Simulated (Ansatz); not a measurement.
# Al on graphene monolayer: hop to the nearest other hollow, part 2 of 3

Aim: the minimum-energy path and barrier of the hop to the nearest other hollow. The ends are relaxed first, then joined by a nudged elastic band. The slab cell is 3×3, 1 layer thick, and the adsorbate is set down on it by hand.

Ansatz 0.2.0; DFT PBE+D3(BJ), plane waves, PAW, scalar-relativistic, collinear spin.

**5. More of the same log: end point B relaxed**

Output, continued:

```text
WARN: dispersion: an atom stands within reach of a switch of its C6 between two reference coordination numbers of its element: through that C6 alone, e_disp changes by 0.025 eV or more while the distances to its neighbours run over a stretch of 0.05 Å that contains this geometry (sites counted from 0 in the run's list of atoms or, in a supercell that it derives, in that cell's: here a list of 19) — site 18 (Al): coordination number 2.078 (about 1.69 to 2.47 with every neighbour 0.05 Å farther or nearer), switch near 2.423 between the references 1.931 (weight 0.93) and 2.915 (weight 0.06), e_disp changing by some 0.03 eV. This is how the published method behaves, and the energy and the forces stay consistent. Where you compare this geometry's total energy with another's, compare their components.e_disp too, and, where the geometries are yours to choose, keep both on one side of the switch, which a site's coordination number tells: a relaxation that ends in reach of it can search the other side under relax.adjacent_minimum: search, except where no move that the cell, the constraints and the symmetry allow carries the atom there
relax step   6: F+E_penalty+E_count = -5054.00794981 eV  Δ(F+E_penalty+E_count) = -8.954e-3 eV  max|allowed force component| = 1.280e-1 eV/Å  Δτ_max = 0.0989 Å  (10 SCF iters, accepted)
preconditioner: auto → Resta (q_TF=auto, 1.975 Å⁻¹)  ε∞=2.1  [insulator: Δε(μ)=1.481 eV  Ē_g=13.414 eV  σ=0.050 eV  W_gap=1.00  n_scr=72 (ndim 8)  ℏωp=14.1 eV  f_vac=0.596  D(μ)=0.00/eV (n_scr^D=0)  ε∞_Penn≈2.1  vacuum switching on, ρ_ref=1.3e-2 e/Å³]
spin=Collinear: Resta preconditioning applied to the charge; magnetization (m = ρ↑ − ρ↓) channel mixes plain (no charge-response kernel on spin).
the starting moments were not kept: the SCF closed with an absolute magnetisation of 6.5e-5 μB, where they sum to 1 μB in size (1 site). That is at most 0.1 of that sum. Measured as dr2_m measures the in/out step, that magnetisation stands 3.1e-10 eV from none, at or under the dr2_threshold of 4.0e-6 eV: it is no larger than a step whose dr2_m would equal this threshold.
WARN: dispersion: an atom stands within reach of a switch of its C6 between two reference coordination numbers of its element: through that C6 alone, e_disp changes by 0.025 eV or more while the distances to its neighbours run over a stretch of 0.05 Å that contains this geometry (sites counted from 0 in the run's list of atoms or, in a supercell that it derives, in that cell's: here a list of 19) — site 18 (Al): coordination number 2.142 (about 1.74 to 2.55 with every neighbour 0.05 Å farther or nearer), switch near 2.423 between the references 1.931 (weight 0.90) and 2.915 (weight 0.10), e_disp changing by some 0.04 eV. This is how the published method behaves, and the energy and the forces stay consistent. Where you compare this geometry's total energy with another's, compare their components.e_disp too, and, where the geometries are yours to choose, keep both on one side of the switch, which a site's coordination number tells: a relaxation that ends in reach of it can search the other side under relax.adjacent_minimum: search, except where no move that the cell, the constraints and the symmetry allow carries the atom there
relax step   7: F+E_penalty+E_count = -5054.01158524 eV  Δ(F+E_penalty+E_count) = -3.635e-3 eV  max|allowed force component| = 2.453e-2 eV/Å  Δτ_max = 0.1000 Å  (9 SCF iters, dr2 threshold 4.05e-6 eV, accepted)
preconditioner: auto → Resta (q_TF=auto, 1.975 Å⁻¹)  ε∞=2.1  [insulator: Δε(μ)=1.486 eV  Ē_g=13.419 eV  σ=0.050 eV  W_gap=1.00  n_scr=72 (ndim 8)  ℏωp=14.1 eV  f_vac=0.596  D(μ)=0.00/eV (n_scr^D=0)  ε∞_Penn≈2.1  vacuum switching on, ρ_ref=1.3e-2 e/Å³]
spin=Collinear: Resta preconditioning applied to the charge; magnetization (m = ρ↑ − ρ↓) channel mixes plain (no charge-response kernel on spin).
the starting moments were not kept: the SCF closed with an absolute magnetisation of 1.1e-5 μB, where they sum to 1 μB in size (1 site). That is at most 0.1 of that sum. Measured as dr2_m measures the in/out step, that magnetisation stands 1.1e-11 eV from none, at or under the dr2_threshold of 1.0e-7 eV: it is no larger than a step whose dr2_m would equal this threshold.
WARN: dispersion: an atom stands within reach of a switch of its C6 between two reference coordination numbers of its element: through that C6 alone, e_disp changes by 0.025 eV or more while the distances to its neighbours run over a stretch of 0.05 Å that contains this geometry (sites counted from 0 in the run's list of atoms or, in a supercell that it derives, in that cell's: here a list of 19) — site 18 (Al): coordination number 2.142 (about 1.74 to 2.55 with every neighbour 0.05 Å farther or nearer), switch near 2.423 between the references 1.931 (weight 0.90) and 2.915 (weight 0.10), e_disp changing by some 0.04 eV. This is how the published method behaves, and the energy and the forces stay consistent. Where you compare this geometry's total energy with another's, compare their components.e_disp too, and, where the geometries are yours to choose, keep both on one side of the switch, which a site's coordination number tells: a relaxation that ends in reach of it can search the other side under relax.adjacent_minimum: search, except where no move that the cell, the constraints and the symmetry allow carries the atom there
relax step   8: F+E_penalty+E_count = -5054.01158525 eV  Δ(F+E_penalty+E_count) = -3.459e-9 eV  max|allowed force component| = 2.452e-2 eV/Å  Δτ_max = 0.0000 Å  (4 SCF iters, accepted)
preconditioner: auto → Resta (q_TF=auto, 1.975 Å⁻¹)  ε∞=2.1  [insulator: Δε(μ)=1.500 eV  Ē_g=13.412 eV  σ=0.050 eV  W_gap=1.00  n_scr=72 (ndim 8)  ℏωp=14.1 eV  f_vac=0.596  D(μ)=0.00/eV (n_scr^D=0)  ε∞_Penn≈2.1  vacuum switching on, ρ_ref=1.3e-2 e/Å³]
spin=Collinear: Resta preconditioning applied to the charge; magnetization (m = ρ↑ − ρ↓) channel mixes plain (no charge-response kernel on spin).
the starting moments were not kept: the SCF closed with an absolute magnetisation of 1.5e-5 μB, where they sum to 1 μB in size (1 site). That is at most 0.1 of that sum. Measured as dr2_m measures the in/out step, that magnetisation stands 1.4e-11 eV from none, at or under the dr2_threshold of 1.0e-7 eV: it is no larger than a step whose dr2_m would equal this threshold.
WARN: dispersion: an atom stands within reach of a switch of its C6 between two reference coordination numbers of its element: through that C6 alone, e_disp changes by 0.025 eV or more while the distances to its neighbours run over a stretch of 0.05 Å that contains this geometry (sites counted from 0 in the run's list of atoms or, in a supercell that it derives, in that cell's: here a list of 19) — site 18 (Al): coordination number 2.111 (about 1.71 to 2.52 with every neighbour 0.05 Å farther or nearer), switch near 2.423 between the references 1.931 (weight 0.92) and 2.915 (weight 0.08), e_disp changing by some 0.04 eV. This is how the published method behaves, and the energy and the forces stay consistent. Where you compare this geometry's total energy with another's, compare their components.e_disp too, and, where the geometries are yours to choose, keep both on one side of the switch, which a site's coordination number tells: a relaxation that ends in reach of it can search the other side under relax.adjacent_minimum: search, except where no move that the cell, the constraints and the symmetry allow carries the atom there
relax step   9: F+E_penalty+E_count = -5054.01213968 eV  Δ(F+E_penalty+E_count) = -5.544e-4 eV  max|allowed force component| = 3.981e-2 eV/Å  Δτ_max = 0.0635 Å  (10 SCF iters, accepted)
preconditioner: auto → Resta (q_TF=auto, 1.975 Å⁻¹)  ε∞=2.1  [insulator: Δε(μ)=1.499 eV  Ē_g=13.409 eV  σ=0.050 eV  W_gap=1.00  n_scr=72 (ndim 8)  ℏωp=14.1 eV  f_vac=0.596  D(μ)=0.00/eV (n_scr^D=0)  ε∞_Penn≈2.1  vacuum switching on, ρ_ref=1.3e-2 e/Å³]
spin=Collinear: Resta preconditioning applied to the charge; magnetization (m = ρ↑ − ρ↓) channel mixes plain (no charge-response kernel on spin).
the starting moments were not kept: the SCF closed with an absolute magnetisation of 5.5e-5 μB, where they sum to 1 μB in size (1 site). That is at most 0.1 of that sum. Measured as dr2_m measures the in/out step, that magnetisation stands 2.8e-10 eV from none, at or under the dr2_threshold of 1.6e-6 eV: it is no larger than a step whose dr2_m would equal this threshold.
WARN: dispersion: an atom stands within reach of a switch of its C6 between two reference coordination numbers of its element: through that C6 alone, e_disp changes by 0.025 eV or more while the distances to its neighbours run over a stretch of 0.05 Å that contains this geometry (sites counted from 0 in the run's list of atoms or, in a supercell that it derives, in that cell's: here a list of 19) — site 18 (Al): coordination number 2.129 (about 1.72 to 2.54 with every neighbour 0.05 Å farther or nearer), switch near 2.423 between the references 1.931 (weight 0.91) and 2.915 (weight 0.09), e_disp changing by some 0.04 eV. This is how the published method behaves, and the energy and the forces stay consistent. Where you compare this geometry's total energy with another's, compare their components.e_disp too, and, where the geometries are yours to choose, keep both on one side of the switch, which a site's coordination number tells: a relaxation that ends in reach of it can search the other side under relax.adjacent_minimum: search, except where no move that the cell, the constraints and the symmetry allow carries the atom there
relax step  10: F+E_penalty+E_count = -5054.01222360 eV  Δ(F+E_penalty+E_count) = -8.392e-5 eV  max|allowed force component| = 1.242e-2 eV/Å  Δτ_max = 0.0075 Å  (7 SCF iters, dr2 threshold 1.58e-6 eV, accepted)
preconditioner: auto → Resta (q_TF=auto, 1.975 Å⁻¹)  ε∞=2.1  [insulator: Δε(μ)=1.499 eV  Ē_g=13.411 eV  σ=0.050 eV  W_gap=1.00  n_scr=72 (ndim 8)  ℏωp=14.1 eV  f_vac=0.596  D(μ)=0.00/eV (n_scr^D=0)  ε∞_Penn≈2.1  vacuum switching on, ρ_ref=1.3e-2 e/Å³]
spin=Collinear: Resta preconditioning applied to the charge; magnetization (m = ρ↑ − ρ↓) channel mixes plain (no charge-response kernel on spin).
the starting moments were not kept: the SCF closed with an absolute magnetisation of 8.5e-6 μB, where they sum to 1 μB in size (1 site). That is at most 0.1 of that sum. Measured as dr2_m measures the in/out step, that magnetisation stands 6.8e-12 eV from none, at or under the dr2_threshold of 1.0e-7 eV: it is no larger than a step whose dr2_m would equal this threshold.
WARN: dispersion: an atom stands within reach of a switch of its C6 between two reference coordination numbers of its element: through that C6 alone, e_disp changes by 0.025 eV or more while the distances to its neighbours run over a stretch of 0.05 Å that contains this geometry (sites counted from 0 in the run's list of atoms or, in a supercell that it derives, in that cell's: here a list of 19) — site 18 (Al): coordination number 2.129 (about 1.72 to 2.54 with every neighbour 0.05 Å farther or nearer), switch near 2.423 between the references 1.931 (weight 0.91) and 2.915 (weight 0.09), e_disp changing by some 0.04 eV. This is how the published method behaves, and the energy and the forces stay consistent. Where you compare this geometry's total energy with another's, compare their components.e_disp too, and, where the geometries are yours to choose, keep both on one side of the switch, which a site's coordination number tells: a relaxation that ends in reach of it can search the other side under relax.adjacent_minimum: search, except where no move that the cell, the constraints and the symmetry allow carries the atom there
relax step  11: F+E_penalty+E_count = -5054.01222360 eV  Δ(F+E_penalty+E_count) = -2.512e-9 eV  max|allowed force component| = 1.242e-2 eV/Å  Δτ_max = 0.0000 Å  (4 SCF iters, accepted)
Magnetization: 0.0000 μB (37.5000 up, 37.5000 down)
Absolute magnetization: 0.0000 μB (∫|ρ↑−ρ↓|, with the PAW one-centre terms)
Spin contamination: 0.0000 ħ² per cell (⟨S²⟩ above its minimum at these occupations)
Per-site moments (μB) at R_I (Å): [(4.5906980262198515e-8, 0.5864942353077139), (-4.5186297735078846e-8, 0.5865516898283736), (2.3718362731518942e-8, 0.5858814597318738), (-2.4388583517925688e-8, 0.5858951237495332), (4.590698028653777e-8, 0.5864942353077139), (-4.5186297750307235e-8, 0.586551689828373), (-9.120373468684536e-8, 0.586513631497341), (7.016462463842809e-9, 0.5858642881170834), (3.801913843081884e-9, 0.5858638255233433), (1.2413514621647608e-8, 0.5858638255233433), (3.801913830873188e-9, 0.5858638255233432), (1.2413514608703739e-8, 0.5858638255233432), (-1.4620635252009092e-8, 0.5858642881170839), (-1.2681264342719795e-9, 0.5858814597318738), (-1.462063522206505e-8, 0.5858642881170834), (-1.2681264390537847e-9, 0.5858814597318744), (-6.513748158504765e-9, 0.5858866603408707), (9.084913569032839e-8, 0.5864285605845386), (1.5204296371619476e-8, 1.0775201566676424)]
Free energy (F): -5054.012224 eV
Harris-Foulkes:  -5054.012224 eV  (|F-HF|=0.00e0)
Internal energy: -5054.012224 eV  (E = F + TS)
E sigma→0 (E₀):  -5054.012224 eV
Fermi energy:    0.508247 eV
[...]
--- Per-component energies (eV) ---
  E_band       = -678.928334
  E_kinetic    = 1659.475577
  E_local      = -14981.366597  (includes V_loc(G=0)·N_el)
  E_nonlocal   = 503.184437
  E_hartree    = 6681.386461
  E_xc         = -902.349514
  E_vxc        = -1096.649083  (∫ρ·V_xc dr)
  E_paw        = -2255.535008  (= ΣΔE_a)
  E_vpaw       = -126.345796  (= ΣTr[D̂ρ^β])
  E_aug_tail   = 0.000133  (compensation charges beyond the density's cutoff)
  E_ewald      = 4242.992846
  E_disp       = -1.800558  (pairwise vdW)
  E_smearing   = -0.000000  (= −TS)
  E_closure    = 0.000000  (closes the sum)
  Σ components = -5054.012224   (vs F -5054.012224, Δ=0.00e0)
--- Forces (eV/Å), atoms counted from 1 ---
  atom   1  C      0.00179615    -0.00455023     0.00004594
  atom   2  C     -0.00687227     0.00712211    -0.00219688
  atom   3  C     -0.00535201    -0.00308998     0.00072970
  atom   4  C      0.00321699     0.00185733     0.00108965
  atom   5  C     -0.00304254     0.00383063     0.00004594
  atom   6  C      0.00273179    -0.00951262    -0.00219688
  atom   7  C      0.00046645     0.00026931    -0.00198294
  atom   8  C     -0.00156767    -0.00090510     0.00453520
  atom   9  C     -0.00062155    -0.00269719     0.00279838
  atom  10  C     -0.00292191     0.00270533     0.00024543
  atom  11  C     -0.00264661     0.00081032     0.00279838
  atom  12  C      0.00088193    -0.00388312     0.00024543
  atom  13  C      0.00056769     0.00258091     0.00035893
  atom  14  C      0.00049311    -0.00134149    -0.00156918
  atom  15  C      0.00251898    -0.00079882     0.00035893
  atom  16  C     -0.00091521     0.00109779    -0.00156918
  atom  17  C     -0.00103356    -0.00059672    -0.00357195
  atom  18  C      0.01242436     0.00717321     0.00060123
  atom  19  Al    -0.00012390    -0.00007153    -0.00074509
  max |Σ_I F_I| component: 2.11e-5 eV/Å
--- Relaxed structure (11 steps of the walk, 10 accepted, 0 SCFs on fresh bases) ---
  F+E_penalty+E_count = -5054.01222360 eV   max|allowed force component| = 1.242e-2 eV/Å
  atoms:
    - { symbol: C, position: [0.003197653900059751, 0.002631930627451533, 0.0889267735311827] }
    - { symbol: C, position: [0.2268093883966445, 0.11441049148328537, 0.08891045136586435] }
    - { symbol: C, position: [0.003926129874596451, 0.3352963982706316, 0.08903832462305046] }
    - { symbol: C, position: [0.2261238035309541, 0.4463952350988104, 0.0890076945496189] }
    - { symbol: C, position: [0.0031976539000596604, 0.6672323899392749, 0.0889267735311827] }
    - { symbol: C, position: [0.22680938839664447, 0.7790655635800257, 0.08891045136586435] }
    - { symbol: C, position: [0.33862122202022965, 0.0026439443434482395, 0.0888966261136401] }
    - { symbol: C, position: [0.560547496505233, 0.11360708158594988, 0.08908779893417769] }
    - { symbol: C, position: [0.33777020653479417, 0.33635115054608794, 0.08910742721181521] }
    - { symbol: C, position: [0.559448813174309, 0.44637378626914187, 0.089040706939966] }
    - { symbol: C, position: [0.3377702065347941, 0.6680857226553729, 0.08910742721181521] }
    - { symbol: C, position: [0.559448813174309, 0.7797416935718336, 0.089040706939966] }
    - { symbol: C, position: [0.6705690975347426, 0.001949901739239037, 0.08902763453771823] }
    - { symbol: C, position: [0.8922581362311754, 0.11361123047205586, 0.08915910860947975] }
    - { symbol: C, position: [0.6705690975347425, 0.33528586246217024, 0.08902763453771823] }
    - { symbol: C, position: [0.8922581362311752, 0.44531357242578634, 0.08915910860947975] }
    - { symbol: C, position: [0.6694549712842324, 0.6680608189754494, 0.08918590636613555] }
    - { symbol: C, position: [0.8913488869694166, 0.7790077768180418, 0.0889368026156534] }
    - { symbol: Al, position: [0.11505606827188725, -0.10913863253072296, 0.2875026224056709] }
```

Run time: 78 s. Hardware: 2 threads of Arm Neoverse V1, shared host; peak memory 0.83 GiB.

Relaxation path:

```
step  energy from step 1 (eV/cell)  largest force component (eV/Å)
   1                        0.0000                          3.6013
   2                       -0.3307                          2.0650
   3                       -0.5528                          0.4978
   4                       -0.6207                          0.2574
  5x                       -0.6132                          0.7826
   6                       -0.6297                          0.1280
   7                       -0.6333                          0.0245
   8                       -0.6333                          0.0245
   9                       -0.6339                          0.0398
  10                       -0.6340                          0.0124
  11                       -0.6340                          0.0124
```

Step 1 is the start. Steps 8, 11 solve the same geometry again. 1 step was tried and not accepted (marked x).

Largest move: Al19, 0.58 Å.

**6. Nudged elastic band**

crystal.atoms is end A as relaxed above, and neb.final_atoms is end B. With 7 inner images the band has 9 in all.

File input.yaml:

```yaml
crystal:
  lattice:
    - [7.398, 0.0, 0.0]
    - [-3.699, 6.406856, 0.0]
    - [0.0, 0.0, 11.0]
  atoms:
    - { symbol: C, position: [-0.0053954, -0.0086002, 0.08994824] }
    - { symbol: C, position: [0.21654526, 0.10242614, 0.08972696] }
    - { symbol: C, position: [-0.0042931, 0.3252833, 0.08989809] }
    - { symbol: C, position: [0.21738686, 0.43693646, 0.09002538] }
    - { symbol: C, position: [-0.00429127, 0.65862198, 0.08990692] }
    - { symbol: C, position: [0.21737283, 0.76861755, 0.08993295] }
    - { symbol: C, position: [0.32836425, -0.00941166, 0.08972338] }
    - { symbol: C, position: [0.55201701, 0.10243014, 0.08972862] }
    - { symbol: C, position: [0.32839277, 0.32604542, 0.08979231] }
    - { symbol: C, position: [0.5519767, 0.43781315, 0.08985196] }
    - { symbol: C, position: [0.32904154, 0.65862111, 0.08990355] }
    - { symbol: C, position: [0.5512643, 0.76973585, 0.08990675] }
    - { symbol: C, position: [0.66292213, -0.00859817, 0.08995115] }
    - { symbol: C, position: [0.88459566, 0.10306084, 0.08988308] }
    - { symbol: C, position: [0.66378384, 0.32604067, 0.08980341] }
    - { symbol: C, position: [0.8856746, 0.4369347, 0.0900354] }
    - { symbol: C, position: [0.66290912, 0.65968929, 0.09007828] }
    - { symbol: C, position: [0.88460091, 0.7697365, 0.08991055] }
    - { symbol: Al, position: [0.43671749, 0.20827943, 0.28835683] }
magnetization:
  spin_polarized: true
basis:
  ecutwfc: 420.0
kpoints:
  mp_grid: { grid: [2, 2, 1] }
hamiltonian:
  xc: pbe
  dispersion: d3bj
scf:
  occupations: { method: gaussian, width: 0.05 }
  lower_state_search: "off"
neb:
  images: 7
  f_tol: 0.05
  initial_path: idpp
  max_iterations: 25
  final_atoms:
    - { symbol: C, position: [0.00319765, 0.00263193, 0.08892677] }
    - { symbol: C, position: [0.22680939, 0.11441049, 0.08891045] }
    - { symbol: C, position: [0.00392613, 0.3352964, 0.08903832] }
    - { symbol: C, position: [0.2261238, 0.44639523, 0.08900769] }
    - { symbol: C, position: [0.00319765, 0.66723239, 0.08892677] }
    - { symbol: C, position: [0.22680939, 0.77906556, 0.08891045] }
    - { symbol: C, position: [0.33862122, 0.00264394, 0.08889663] }
    - { symbol: C, position: [0.5605475, 0.11360708, 0.0890878] }
    - { symbol: C, position: [0.33777021, 0.33635115, 0.08910743] }
    - { symbol: C, position: [0.55944881, 0.44637378, 0.08904071] }
    - { symbol: C, position: [0.3377702, 0.66808572, 0.08910743] }
    - { symbol: C, position: [0.55944881, 0.77974169, 0.08904071] }
    - { symbol: C, position: [0.6705691, 0.0019499, 0.08902763] }
    - { symbol: C, position: [0.89225814, 0.11361123, 0.08915911] }
    - { symbol: C, position: [0.6705691, 0.33528586, 0.08902763] }
    - { symbol: C, position: [0.89225814, 0.44531357, 0.08915911] }
    - { symbol: C, position: [0.66945497, 0.66806082, 0.08918591] }
    - { symbol: C, position: [0.89134889, 0.77900777, 0.0889368] }
    - { symbol: Al, position: [0.11505607, -0.10913863, 0.28750262] }
  order_check: true
```

Command:

```
$ ansatz run input.yaml --threads 2 --pin off --max-ram 5120MiB --backend cpu --events-out ev --progress --plain --runs-dir out
```

Output, shortened:

```text
Warning: neb: disabling space-group detection — the band's intermediate images generally break the endpoint symmetry, so no spatial operation reduces the k-mesh or symmetrises the density, except that a semilocal band can use its path's symmetry ahead of convergence; time reversal is [...]
Warning: RAYON_NUM_THREADS=2 ignored (pool sized by the plan → 2); use --threads N
[...]
[... 4 set-up lines as earlier in the session ...]
[...]
parallel-image band execution: 2 concurrent image workers
NEB image 0
Crystal: 19 atoms, lattice volume = 521.377 Å³
[...]
WARN: dispersion: an atom stands within reach of a switch of its C6 between two reference coordination numbers of its element: through that C6 alone, e_disp changes by 0.025 eV or more while the distances to its neighbours run over a stretch of 0.05 Å that contains this geometry (sites [...]
SCF iter  10: F=-5054.012224 eV  HF=-5054.012224 eV  |F-HF|=2.58e-9  |Δ(HF+E_count)|=   2.32e-8  Δρ=6.15e-7 (↑6.15e-7 ↓6.15e-7)  dr2=1.11e-8  dr2_m=0.00e0  M=0.000 μB ∫|m|=0.000 μB  ethr=1.33e-10  ⟨swp⟩=4.0  Hψ=657  notcnv=0
[...]
NSCF: frozen V_eff on 4 k-points
NEB end point (image 0): max|allowed force component| = 1.008e-2 eV/Å (the criterion of neb.relax_end_points is 1.000e-2)
NEB end point (image 8): max|allowed force component| = 1.241e-2 eV/Å (the criterion of neb.relax_end_points is 1.000e-2)
[...]
NEB image 1
[...]
spin=Collinear: Resta preconditioning applied to the charge; magnetization (m = ρ↑ − ρ↓) channel mixes plain (no charge-response kernel on spin).
[...]
NEB image 2
[...]
spin=Collinear: Resta preconditioning applied to the charge; magnetization (m = ρ↑ − ρ↓) channel mixes plain (no charge-response kernel on spin).
NEB image 3
[...]
```

(Part 2 of 3 ends here.)
